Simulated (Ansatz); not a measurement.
# C2H7BO: up Jacob's ladder to CCSD(T)

The task here is to estimate one member of a computed series from the others.

Program: Ansatz 0.2.0, Gaussian basis. Level of theory: functionals in def2-TZVPP, the program's frozen cores in correlated methods. These are calculated values, not measurements.

Plan: LDA (SPW92), PBE-D4, revPBE-D4, BLYP-D4, r2SCAN-D4, B97M-V, PBE0-D4, B3LYP-D4, r2SCANh-D4, r2SCAN0-D4, HSE06-D4, BHLYP-D4, CAM-B3LYP-D4, LC-ωPBE, ωB97X-V, ωB97M-V, B2PLYP, PBE-QIDH; CCSD(T)/def2-SVP; CCSD(T)/def2-TZVPP; MP2/def2-QZVPP; extrapolation to the limit; RPA on PBE.

1 further run of the same task is left out (it didn't finish).

## The geometry

An earlier PBE0-D4 in a triple-zeta def2 set relaxation fixed the geometry.

SMILES `BOCC`, 11 atoms, charge 0, spin multiplicity 1.

Atoms are counted from 1 here; the program's logs count them from 0.

Bond lengths: B1–O2 1.339 Å, B1–H5 1.197 Å, B1–H6 1.204 Å, O2–C3 1.421 Å, C3–C4 1.509 Å, C3–H7 1.096 Å, C3–H8 1.094 Å, C4–H9 1.092 Å, C4–H10 1.092 Å, C4–H11 1.092 Å. Angles: O2–B1–H5 117.0°, O2–B1–H6 120.2°, H5–B1–H6 122.7°, B1–O2–C3 122.3°, O2–C3–C4 110.2°, O2–C3–H7 109.5°, O2–C3–H8 107.0°, C4–C3–H7 111.2°, C4–C3–H8 110.6°, H7–C3–H8 108.3°, C3–C4–H9 110.6°, C3–C4–H10 110.8°, C3–C4–H11 110.1°, H9–C4–H10 108.4°, H9–C4–H11 108.4°, H10–C4–H11 108.3°.

The first run:

File in.yaml:

```yaml
crystal:
  periodic: [false, false, false]
  atoms:
    - {symbol: B, position_ang: [-0.401889, 1.809012, 0.647507]}
    - {symbol: O, position_ang: [-0.780789, 0.708636, -0.013833]}
    - {symbol: C, position_ang: [-0.253918, -0.576814, 0.286856]}
    - {symbol: C, position_ang: [0.532735, -1.105213, -0.886893]}
    - {symbol: H, position_ang: [-0.897307, 2.844656, 0.309147]}
    - {symbol: H, position_ang: [0.403609, 1.733130, 1.539251]}
    - {symbol: H, position_ang: [0.369558, -0.516037, 1.185583]}
    - {symbol: H, position_ang: [-1.105122, -1.228214, 0.503860]}
    - {symbol: H, position_ang: [-0.088227, -1.135529, -1.784112]}
    - {symbol: H, position_ang: [1.400164, -0.473250, -1.089526]}
    - {symbol: H, position_ang: [0.886485, -2.117379, -0.677337]}
basis:
  gaussian: {orbitals: def2-TZVPP}
hamiltonian: {xc: lda}
output: {orbitals: {seedname: orbitals}}
```

On the command line:

```bash
> ansatz run in.yaml --threads 4 --pin off --events-out ev --progress --plain --max-ram 10444MiB
```

Steps of the session up to this table: LDA; PBE-D4 (GGA); revPBE-D4 (GGA); BLYP-D4 (GGA); r2SCAN-D4 (meta-GGA); B97M-V (meta-GGA); B3LYP-D4 (hybrid); r2SCANh-D4 (hybrid); r2SCAN0-D4 (hybrid); HSE06-D4 (hybrid); BHLYP-D4 (hybrid); CAM-B3LYP-D4 (range-separated); LC-ωPBE (range-separated); ωB97X-V (range-separated); ωB97M-V (range-separated); B2PLYP (double hybrid); PBE-QIDH (double hybrid).

One of the session's tables, all rows but one given; the rest of the session is left out.

It belongs to the step «Frontier levels by functional». 

| functional | HOMO (eV) | gap (eV) |
| --- | --- | --- |
| LDA (SPW92) | -7.10 | 5.53 |
| PBE-D4 | -7.04 | 5.73 |
| revPBE-D4 | -7.01 | 5.80 |
| BLYP-D4 | -6.98 | 5.79 |
| r2SCAN-D4 | -7.36 | 6.45 |
| B97M-V | -7.50 | 6.43 |
| PBE0-D4 | -8.52 | 8.21 |
| B3LYP-D4 | -8.33 | 7.75 |
| r2SCANh-D4 | -7.91 | 7.35 |
| r2SCAN0-D4 | -8.74 | 8.67 |
| HSE06-D4 | -8.12 | 7.42 |
| BHLYP-D4 | -9.98 | 10.60 |
| CAM-B3LYP-D4 | -10.00 | 10.71 |
| LC-ωPBE | -11.34 | 13.29 |
| ωB97X-V | -11.02 | 12.83 |
| ωB97M-V | ? | ? |

Q: Estimate the row for ωB97M-V from the others.

**Answer.** HOMO (eV): -10.89; gap (eV): 12.40. In the column «HOMO (eV)» it lies between ωB97X-V (-11.02) and CAM-B3LYP-D4 (-10.00).
